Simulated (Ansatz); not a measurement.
# Cu2SnO: the cost of one run

Method: DFT PBE, scalar-relativistic, plane waves, PAW, in Ansatz 0.2.0.

1 further run of the same task is left out (it didn't finish).

### Step 1. The starting structure

The structure is tetragonal, space group P4/mmm (No. 123). The conventional cell has a = 4.242 Å, b = 4.242 Å, c = 4.003 Å, α = 90.00°, β = 90.00°, γ = 90.00°. Cu (site symmetry mmm) has 2 O at 2.12 Å as nearest neighbours. Sn (site symmetry 4/mmm) is surrounded by 8 Cu at 2.92 Å. Around O (site symmetry 4/mmm) lie 4 Cu at 2.12 Å.

Coordinates:

```cif
data_structure
_symmetry_space_group_name_H-M 'P 1'
_symmetry_Int_Tables_number 1
_cell_length_a 4.2421
_cell_length_b 4.2421
_cell_length_c 4.0028
_cell_angle_alpha 90.000
_cell_angle_beta 90.000
_cell_angle_gamma 90.000
_cell_volume 72.03
loop_
_atom_site_label
_atom_site_type_symbol
_atom_site_fract_x
_atom_site_fract_y
_atom_site_fract_z
_atom_site_occupancy
Cu1 Cu 0.00000 0.50000 0.50000 1
Cu2 Cu 0.50000 0.00000 0.50000 1
Sn1 Sn 0.00000 0.00000 0.00000 1
O1 O 0.50000 0.50000 0.50000 1
```

A structure generator made this guess: random cell by space group and Wyckoff sites (P4/mmm, No. 123). Lengths come from tabulated atomic sizes and are only a guess.

### Step 2. The guess as it stands, on a coarse mesh

Contents of input.yaml:

```yaml
crystal:
  lattice:
    - [4.24208299, 0.0, 0.0]
    - [0.0, 4.24208299, 0.0]
    - [0.0, 0.0, 4.00278001]
  atoms:
    - { symbol: Cu, position: [0.0, 0.5, 0.5], spin: 1.0 }
    - { symbol: Cu, position: [0.5, 0.0, 0.5], spin: 1.0 }
    - { symbol: Sn, position: [0.0, 0.0, 0.0] }
    - { symbol: O, position: [0.5, 0.5, 0.5] }
basis:
  ecutwfc: 420
kpoints:
  mp_grid: { grid: [4, 4, 4] }
hamiltonian:
  xc: pbe
scf:
  occupations: { method: gaussian, width: 0.1 }
  lower_state_search: "off"
output:
  forces: true
  stress: true
  eigenvalues: true
  populations: true
magnetization:
  spin_polarized: true
```

Run with:

```bash
$ ansatz run input.yaml --threads 1 --pin off --max-ram 2560MiB --backend cpu --events-out ev --progress --plain --runs-dir out
```

Q: Estimate wall time and peak memory on 1 thread of Intel Xeon 6975P-C (Granite Rapids), shared host.

About 5.3 s, with a peak of 0.45 GiB.
